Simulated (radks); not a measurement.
**Ge⁴⁻ held by a Watson sphere**

An exercise on one series of results from a longer session: the logs are not shown, and one member is left open.

The numbers are computed with radks (a radial shooting solver on a logarithmic mesh, Libxc functionals) version 1 (scalar-relativistic Kohn-Sham, PBEsol, spin-unpolarised, spherical densities, finite nucleus), except any that are marked as measured or tabulated.

## The atom as given

- element: germanium (Z = 32)
- charge: -4
- electrons: 36
- configuration: [Kr]
- nuclear rms radius: 4.0742 fm

Outer shells as boxes (Hund's rule):

Ge⁴⁻
```
[Ar] core
3d [↑↓][↑↓][↑↓][↑↓][↑↓]
4s [↑↓]
4p [↑↓][↑↓][↑↓]
```

The first run:

Input:

```text
Z 32
configuration [Kr]
relativity scalar-relativistic
functional pbe_sol,pbe_sol
spin unpolarised
nucleus finite rms 4.0742 fm
c 137.035999084
watson charge 5.55 radius 2.23 bohr
response adiabatic LDA kernel
```

The run is started by

```console
$ python run_ks.py task.json out
```

This one command runs every case of the session in turn.

Among the steps run: R = 2.23 bohr; R = 2.46 bohr; R = 2.67 bohr; R = 2.8 bohr; R = 3.64 bohr; R = 3.84 bohr; R = 4 bohr; R = 5.14 bohr; R = 5.17 bohr.

One table of the session follows, with a row left open; its other results are not shown here.

| R (bohr) | highest level (eV) | its <r> (bohr) | sum of <r²> (bohr²) | α (bohr³) |
| --- | --- | --- | --- | --- |
| 2.23 | -21.328 | 2.328 | 57.43 | 22.21 |
| 2.46 | -19.984 | 2.455 | 62.26 | 27.19 |
| 2.67 | ? | ? | ? | ? |
| 2.8 | -18.146 | 2.644 | 69.83 | 36.49 |
| 3.64 | -14.470 | 3.109 | 90.32 | 72.41 |
| 3.84 | -13.761 | 3.220 | 95.56 | 84.52 |
| 4 | -13.233 | 3.309 | 99.87 | 95.46 |
| 5.14 | -10.329 | 3.951 | 133.9 | 213.4 |
| 5.17 | -10.269 | 3.969 | 134.8 | 217.6 |

Q: Estimate the row for R (bohr) = 2.67 from the others.

Worked estimate for «highest level (eV)». A straight line through the neighbours (2.46, -19.984) and (2.8, -18.146) gives -19.984 + (-18.146 + 19.984) × (2.67 − 2.46) / (2.8 − 2.46) = -18.849; a parabola fitted to 4 rows on both sides gives -18.825.

The run gave: highest level (eV): -18.825; its <r> (bohr): 2.572; sum of <r²> (bohr²): 66.88; α (bohr³): 32.65. In «highest level (eV)» the line misses by -0.024 and the parabola by 0.000.

In words: From R = 2.23 to 5.17 bohr the top level moves from -21.328 to -10.269 eV and its mean radius from 2.33 to 3.97 bohr. A wider sphere makes a shallower well, so the ion swells. The polarisability goes from 22.2 to 218 bohr³. Response by self-consistent Sternheimer equations with the Hartree and adiabatic LDA kernel, the relativistic mass of each level held fixed and spin-orbit coupling left out. The sphere does not respond.
